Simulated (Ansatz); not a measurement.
# FH4NO2Si: the cost of one run

Program: Ansatz 0.2.0. Level of theory: RKS B3LYP-D4/def2-SVP. These are calculated values, not measurements.

## 1. The system as given

Bond lengths: Si1–F2 2.001 Å, Si1–N3 1.663 Å, Si1–O5 1.609 Å, Si1–O6 1.606 Å, N3–H7 1.002 Å, O5–H8 0.953 Å, O6–H9 0.953 Å. Angles: F2–Si1–N3 76.8°, F2–Si1–O5 104.9°, F2–Si1–O6 105.3°, N3–Si1–O5 132.2°, N3–Si1–O6 121.4°, O5–Si1–O6 104.5°, Si1–N3–H7 129.3°, Si1–O5–H8 119.4°, Si1–O6–H9 118.7°.

As a file:

```xyz
9

Si   -0.3890   -0.0645    0.0053
F     1.3527    0.2570    0.9367
N     0.6921    0.0830   -1.2496
H     1.5552    0.3207   -0.2547
O    -1.4160    0.9777    0.6756
O    -0.8835   -1.5034    0.5182
H     0.5879    0.5616   -2.1232
H    -1.0835    1.6478    1.2667
H    -0.4158   -2.2798    0.2249
```

## 2. A restrained relaxation towards end A

Springs on the bonds that form and break draw the guess towards this end; the thresholds are loose.

Contents of input.yaml:

```yaml
crystal:
  periodic: [false, false, false]
  atoms:
    - { symbol: Si, position_ang: [-0.389, -0.0645, 0.0053] }
    - { symbol: F, position_ang: [1.3527, 0.257, 0.9367] }
    - { symbol: "N", position_ang: [0.6921, 0.083, -1.2496] }
    - { symbol: H, position_ang: [1.5552, 0.3207, -0.2547] }
    - { symbol: O, position_ang: [-1.416, 0.9777, 0.6756] }
    - { symbol: O, position_ang: [-0.8835, -1.5034, 0.5182] }
    - { symbol: H, position_ang: [0.5879, 0.5616, -2.1232] }
    - { symbol: H, position_ang: [-1.0835, 1.6478, 1.2667] }
    - { symbol: H, position_ang: [-0.4158, -2.2798, 0.2249] }
basis:
  gaussian: { orbitals: def2-SVP }
hamiltonian:
  xc: b3lyp
  dispersion: d4
relax:
  f_tol: 0.15
  max_steps: 25
  restrain:
    - { distance: [3, 1], at: 2.18, k: 30.0 }
    - { distance: [0, 1], at: 1.68, k: 30.0 }
    - { distance: [3, 2], at: 1.02, k: 30.0 }
output:
  orbitals: {}
```

Started as:

```sh
> ansatz run input.yaml --threads 2 --pin off --max-ram 3072MiB --backend cpu --events-out ev --progress --plain --runs-dir out
```

Q: Estimate wall time and peak memory on 2 threads of Arm Neoverse V2, shared host.

About 22 s, with a peak of 0.18 GiB.
